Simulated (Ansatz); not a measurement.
What does this script print? It uses Ansatz 0.2.0, Python API.

The script, `ddh.py`:
```python
"""Dielectric-dependent hybrid for MgI2."""

import ansatz
from ase import Atoms
import numpy as np


def count_gap(report):
    # lowest empty less highest filled band, counting bands; zero where they overlap
    return max(report.get("gap_by_band_count_ev") or 0.0, 0.0)


def main() -> None:
    atoms = Atoms(
        ["Mg", "I", "I"],
        scaled_positions=[
            [0.0, 0.0, 0.0],
            [1 / 3, 2 / 3, 0.25],
            [2 / 3, 1 / 3, 0.75],
        ],
        cell=[
            [4.14, 0.0, 0.0],
            [-2.07, 3.585345, 0.0],
            [0.0, 0.0, 6.88],
        ],
        pbc=True,
    )
    xtal = ansatz.Crystal.from_ase(atoms)

    base = (
        xtal.calculation()
        .kpoints(3, 3, 2)
        .basis(510)
        .occupations("fixed")
        .band_table()
    )
    semilocal = base.functional("pbesol").run(threads=1, pin="off").report
    hybrid = base.functional(exchange="pbesol", correlation="pbesol", exact_fraction="inverse_dielectric").run(threads=1, pin="off").report
    alpha = hybrid["hybrid"]["exact_exchange_fraction"]
    print(f"fraction of exact exchange {alpha:.4f}, so eps_inf = {1 / alpha:.2f}")
    print(f"gap by band count: {count_gap(semilocal):.3f} eV semilocal, {count_gap(hybrid):.3f} eV hybrid")


if __name__ == "__main__":
    main()
```

`python ddh.py` gives:
```text
fraction of exact exchange 0.2238, so eps_inf = 4.47
gap by band count: 3.504 eV semilocal, 5.095 eV hybrid
```

The fraction is 0.2238, one over a mean dielectric constant (a third of the trace) of 4.47. It opens the gap from 3.504 to 5.095 eV, by 1.59 eV.

Along an axis with an odd division the mesh misses the point at one half; a gap read on a finite mesh is an upper bound on this functional's gap. Energy and stress may still move on a finer k-point mesh. Of the deposited cell: the entry's cell lengths or inner coordinates differ somewhat from later room-temperature determinations. Averages over directions belong to no single polarisation, least of all in layered crystals. The structure is a deposited one; some such entries were measured under pressure or heat, so a shift against it needn't be the functional's error alone. Levels are Kohn-Sham eigenvalues on this mesh, without spin-orbit coupling. The gaps are those of a coarse mesh; the run finds the dielectric constant of the semilocal functional on meshes of its own. Run time: 4.6 min on 1 thread of Arm Neoverse V1 (shared host), peak memory 1.5 GiB.
